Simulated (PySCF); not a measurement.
# C₅H₆ClF: magnetic properties

What do calculations give for the magnetic properties of C₅H₆ClF (`C=C/C(F)=C\CCl`)?

Programs: PySCF 2.14.0, with routines of our own; each step states its level. All values are computed. Atoms count from 0.

## 1. The starting structure

13 atoms, charge 0, multiplicity 1; geometry from: GFN2-xTB.

## 2. Magnetic properties: GIAO CAM-B3LYP/pcSseg-1

What the job is given:

```
{"job": {"kind": "mag", "xc": "CAM-B3LYP", "basis": "pcSseg-1", "isotopologues": 2}, "charge": 0, "multiplicity": 1}
C      2.413940     0.486876     0.011202
C      1.113505     0.321221     0.232216
C      0.243589    -0.422806    -0.653902
F      0.857135    -0.949213    -1.739207
C     -1.068253    -0.650405    -0.527585
C     -1.913277    -0.154528     0.583803
Cl    -2.425517     1.551549     0.260243
H      3.033313     1.054138     0.683493
H      2.896491     0.060416    -0.852509
H      0.633810     0.761955     1.092366
H     -1.565371    -1.194831    -1.316857
H     -2.832786    -0.729506     0.670513
H     -1.390968    -0.134380     1.538497
```

Method: GIAO CAM-B3LYP/pcSseg-1 magnetisability, rotational g tensor and spin-rotation constants, non-relativistic, gas phase.

Started as:

```
$ OMP_NUM_THREADS=1 python excited_run.py task.json out
```

This one command runs all jobs of the session in turn.

Log:

```text
coarse grid: 11864 points
cycle   1  E = -753.8515434960  dE =  1.010e+00  |g| = 5.555e-01  |ddm| = 3.266e+00
cycle   2  E = -753.8454135790  dE =  6.130e-03  |g| = 6.615e-01  |ddm| = 9.796e-01
cycle   3  E = -753.9174015102  dE = -7.199e-02  |g| = 6.891e-02  |ddm| = 4.926e-01
cycle   4  E = -753.9181812936  dE = -7.798e-04  |g| = 3.432e-02  |ddm| = 7.935e-02
cycle   5  E = -753.9184295899  dE = -2.483e-04  |g| = 7.708e-03  |ddm| = 3.325e-02
cycle   6  E = -753.9184438855  dE = -1.430e-05  |g| = 2.792e-03  |ddm| = 9.585e-03
cycle   7  E = -753.9184460038  dE = -2.118e-06  |g| = 9.099e-04  |ddm| = 3.417e-03
final grid: 111624 points
cycle   8  E = -753.9743429415  dE = -2.696e-05  |g| = 4.168e-03  |ddm| = 1.752e-02
cycle   9  E = -753.9743428665  dE =  7.503e-08  |g| = 4.641e-03  |ddm| = 6.463e-03
cycle  10  E = -753.9743466732  dE = -3.807e-06  |g| = 5.298e-04  |ddm| = 3.225e-03
cycle  11  E = -753.9743467177  dE = -4.448e-08  |g| = 1.586e-04  |ddm| = 5.008e-04
cycle  12  E = -753.9743467229  dE = -5.220e-09  |g| = 5.890e-05  |ddm| = 1.582e-04
cycle  13  E = -753.9743467237  dE = -8.017e-10  |g| = 1.415e-05  |ddm| = 6.469e-05
converged SCF energy = -753.9743467237

Magnetisability tensor (1e-30 J/T^2)
    -1057.07       87.38        7.31
       87.38    -1288.48      146.21
        7.31      146.21    -1049.93
isotropic -1131.83   principal values   -1376.18  -1061.63   -957.67
isotropic susceptibility -68.160 1e-6 cm^3/mol

Inertial axes            a          b          c
rot. const./GHz      3.8929     1.1351     0.9702
chi total           -67.072    -60.345    -77.064
chi diamagnetic    -398.458  -1074.171  -1251.401
chi paramagnetic    331.385   1013.826   1174.337
quadrupole/D A       -3.801      4.109     -0.308
g nuclear            0.5757     0.5257     0.5313
g electronic        -0.6061    -0.5406    -0.5352
g total             -0.0303    -0.0149    -0.0039

Spin-rotation constants (kHz, H = +C I.J)
atom  isotope        aa         bb         cc
  3    19F        4.714      1.405      0.540
  6   35Cl        0.689      0.335      0.173
  7     1H       -0.396      0.097     -0.106
  8     1H        0.032     -0.050     -0.080
  9     1H       -0.024     -0.023     -0.084
 10     1H       -0.422      0.095     -0.098
 11     1H       -0.154     -0.041     -0.083
 12     1H       -0.355     -0.031     -0.038
  0    13C*       1.244      0.514      0.158
  1    13C*       1.246      0.519      0.178
  2    13C*       1.491      0.534      0.293
  4    13C*       1.161      0.436      0.194
  5    13C*       0.750      0.225      0.150
* in the singly substituted isotopologue

Isotopologues: g along a, b, c
2H    at 7,8,9,10,11,12    -0.0278    -0.0137    -0.0036
13C   at 0                 -0.0302    -0.0146    -0.0039
```

It took 29 s on 1 thread of Arm Neoverse V2, shared host; peak memory 0.79 GiB.

Key values:

```
              quantity                      value
       magnetisability           -1132·10⁻³⁰ J/T²
  molar susceptibility         -68.2·10⁻⁶ cm³/mol
rotational g (a, b, c)  -0.0303, -0.0149, -0.0039
```

Orbitals, density, ELF and potential are computed afterwards from the orbital file.

Frontier orbitals at CAM-B3LYP/pcSseg-1, with the share of their density that lies nearest to each atom:

```
orbital  energy (eV)                                   lies on
   HOMO        -8.32   C4 30 %; C0, C2 about 17 % each; C1 9 %
   LUMO        -0.48  C0, C4 about 19 % each; C2 16 %; C1 12 %
```

ELF in a plane through or near 10 of the atoms.

Ten even steps from ' ' (0.00) to '@' (1.00):
```
                                                        
                                                        
                                                        
                                                        
            ..        ..--                              
        --##@@##..  ..%%@@##::                          
      --@@@@@@@@++  ==@@@@@@++  ..::....                
      --@@@@@@@@**::++@@@@@@++  --**++--..              
      ..**%%@@%%==##==--%%**..  --++::==++==..          
        ..--**::**%%--==**--..  ++**==--%%%%++::        
        ==%%@@@@**++==%%@@--++**++@@%%++%%@@##--        
      ..%%@@@@@@%%..  ++..%%==####::++....==--..        
        %%@@@@@@--  ::==++::++**--##%%::                
        ::**%%--  --%%####==::::%%@@@@%%..              
                  ++%%**%%##::  %%@@@@@@--              
                  ::++##%%**::  ==@@@@##                
                    ..----::..    ::::                  
                                                        
                                                        
                                                        
```
The map spans 11.3 Å across and 9.1 Å up, centred on the molecule. Atoms in the plane (x, y in Å): C0 (-2.4, 0.3), C1 (-1.1, 0.4), C2 (-0.2, -0.8), F3 (-0.9, -2.0), C4 (1.1, -0.8), C5 (2.0, 0.4), H7 (-3.1, 1.2), H8 (-2.9, -0.7), H9 (-0.6, 1.3), H10 (1.6, -1.8).

log10 of the density (e/Å³) in the same plane.

Ten even steps from '0' (-4.0) to '9' (2.1):
```
0000000000000000000000000000
0000000000000000000000000000
0000000000000000000000000000
0000001110111111112211000000
0000122222223222223332110000
0001334433344433334433220000
0013445554566544455544321000
0013456665666554566554332000
0023456776676554566665432100
0013456797786555668765432100
0013456766667666676655432100
0012456665567977976544321000
0012345554566666776543221000
0001234445677655676532110000
0000112235687654555432000000
0000000134566543444321000000
0000000023444432232210000000
0000000001233221111100000000
0000000000000000000000000000
0000000000000000000000000000
```
The map spans 11.3 Å across and 9.1 Å up, centred on the molecule. Atoms in the plane (x, y in Å): C0 (-2.4, 0.3), C1 (-1.1, 0.4), C2 (-0.2, -0.8), F3 (-0.9, -2.0), C4 (1.1, -0.8), C5 (2.0, 0.4), H7 (-3.1, 1.2), H8 (-2.9, -0.7), H9 (-0.6, 1.3), H10 (1.6, -1.8).

On the surface of density 0.002 e/bohr³ the electrostatic potential runs, from the 1st to the 99th percentile, from -0.77 V near Cl6 to 1.27 V near H12.

## 3. Outcome

| quantity | value |
| --- | --- |
| magnetisability (step 2, GIAO CAM-B3LYP/pcSseg-1) | -1132·10⁻³⁰ J/T² |
| molar susceptibility (step 2, GIAO CAM-B3LYP/pcSseg-1) | -68.2·10⁻⁶ cm³/mol |
| rotational g (a, b, c) (step 2, GIAO CAM-B3LYP/pcSseg-1) | -0.0303, -0.0149, -0.0039 |
| surface potential, 1st and 99th percentile | -0.77 V and 1.27 V |

What this shows: At CAM-B3LYP/pcSseg-1, counted by nearest atom on the grid, the HOMO lies on C4 30 %; C0, C2 about 17 % each, the LUMO on C0, C4 about 19 % each; C2 16 %. Vibrational averaging and real surroundings are missing from these values.
